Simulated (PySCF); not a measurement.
# C6H6O4: the cost of one run

Programs: PySCF 2.14.0, with routines of our own; each step states its level. All values are computed. Atoms count from 0.

## (1) The starting structure

16 atoms, charge 0, multiplicity 1; geometry from: GFN2-xTB.

## (2) Magnetic properties: GIAO B3LYP/pcSseg-1

Job settings and geometry (Å):

```
{"job": {"kind": "mag", "xc": "B3LYP", "basis": "pcSseg-1", "isotopologues": 0}, "charge": 0, "multiplicity": 1}
O      2.860131     1.686145     0.343136
C      2.918112     0.525787     0.070010
O      1.916607    -0.329065    -0.098431
C      0.582100     0.017871     0.005650
C      0.093582     1.226099     0.283710
O     -1.250242     1.483594     0.309039
C     -2.160394     0.488841     0.384418
O     -3.326267     0.748780     0.308257
C     -1.605758    -0.902593     0.619283
C     -0.352212    -1.138702    -0.217057
H      3.856633    -0.032810    -0.084468
H      0.677044     2.114749     0.460215
H     -1.363383    -0.972335     1.684326
H     -2.385570    -1.629380     0.396710
H     -0.608176    -1.210052    -1.278613
H      0.140194    -2.067985     0.069888
```

Level: GIAO B3LYP/pcSseg-1 magnetisability, rotational g tensor and spin-rotation constants, non-relativistic, gas phase.

On the command line:

```bash
$ OMP_NUM_THREADS=1 python excited_run.py task.json out
```

The driver reads the jobs from task.json and runs them one after another.

Q: Estimate the wall time and peak memory of this first job on 1 thread of Intel Xeon 6975P-C, shared host.

About 29 s, with a peak of 0.86 GiB.
